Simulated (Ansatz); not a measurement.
# Na2Nb2O: from a guess to a relaxed structure

Aim: relax a trial structure of Na2Nb2O and see where it ends.

Program: Ansatz 0.2.0. Level of theory: DFT PBE, scalar-relativistic, plane waves, PAW. These are calculated values, not measurements.

1 further run of the same task is left out (set aside as unsound or not needed). Runs told in other sessions of the task aren't counted.

## Step 1: The starting structure

The structure is tetragonal, space group I4/mmm (No. 139). Conventional cell: a = 4.116 Å, b = 4.116 Å, c = 9.584 Å, α = 90.00°, β = 90.00°, γ = 90.00°. Na (site symmetry 4mm) is surrounded by 4 Nb at 2.36 Å and 1 Na at 2.47 Å and 4 O at 3.16 Å. Around Nb (site symmetry -4m2) lie 4 Na at 2.36 Å and 4 Nb at 2.91 Å and 4 O at 3.16 Å. O (site symmetry 4/mmm) has 8 Nb at 3.16 Å and 10 Na at 3.16 to 3.56 Å in its first shell of neighbours.

Coordinates:

```cif
data_structure
_symmetry_space_group_name_H-M 'P 1'
_symmetry_Int_Tables_number 1
_cell_length_a 5.6069
_cell_length_b 5.6069
_cell_length_c 5.6069
_cell_angle_alpha 136.928
_cell_angle_beta 136.928
_cell_angle_gamma 62.549
_cell_volume 81.20
loop_
_atom_site_label
_atom_site_type_symbol
_atom_site_fract_x
_atom_site_fract_y
_atom_site_fract_z
_atom_site_occupancy
Na1 Na 0.37100 0.37100 0.00000 1
Na2 Na 0.62900 0.62900 0.00000 1
Nb1 Nb 0.75000 0.25000 0.50000 1
Nb2 Nb 0.25000 0.75000 0.50000 1
O1 O 0.00000 0.00000 0.00000 1
```

Recipe of the guess: species swapped into a database cell of YGe2Ru2 (I4/mmm, No. 139), with O on the Y sites, Na on the Ge sites and Nb on the Ru sites. Its size is a rough estimate.

## Step 2: Probe: one point on a coarse mesh

File input.yaml:

```yaml
crystal:
  lattice:
    - [-2.05822154, 2.05822154, 4.79212439]
    - [2.05822154, -2.05822154, 4.79212439]
    - [2.05822154, 2.05822154, -4.79212439]
  atoms:
    - { symbol: Na, position: [0.37099999, 0.37099999, 0.0] }
    - { symbol: Na, position: [0.62900001, 0.62900001, 0.0] }
    - { symbol: Nb, position: [0.75, 0.25, 0.5] }
    - { symbol: Nb, position: [0.25, 0.75, 0.5] }
    - { symbol: O, position: [0.0, 0.0, 0.0] }
basis:
  ecutwfc: 420
kpoints:
  mp_grid: { grid: [6, 6, 6] }
hamiltonian:
  xc: pbe
scf:
  occupations: { method: gaussian, width: 0.1 }
  lower_state_search: "off"
output:
  forces: true
  stress: true
  eigenvalues: true
```

Command:

```
ansatz run input.yaml --threads 1 --pin off --max-ram 2560MiB --backend cpu --events-out ev --progress --plain --runs-dir out
```

The session goes on with these runs: a loose first relaxation; relaxation on the finer mesh.

What does the calculation give? Wanted: conventional cell; volume; energy over the elements; gap on the mesh.

As calculated:

| quantity | value |
| --- | --- |
| symmetry at the end (tolerance 0.05 Å) | space group I4/mmm (No. 139) |
| conventional cell | a = 3.525 Å, b = 3.525 Å, c = 18.228 Å, α = 90.00°, β = 90.00°, γ = 90.00° |
| volume | 22.65 Å³/atom |
| energy over the elements (uncorrected; H, N, O, F and Cl as molecules) | +0.43 eV/atom |
| gap on the mesh | none (metal) |

What this shows: The space group I4/mmm (No. 139) is kept, and the volume per atom grows by 39.4 % from the first guess. The formation energy is positive, so the separate elements lie lower. No finished test with a distortion of lower symmetry is shown, so the end may be a saddle point. Some metallic runs here have no spin polarisation while others do; where cell and settings agree, the difference is what magnetism gains. Other magnetic orders were not searched.
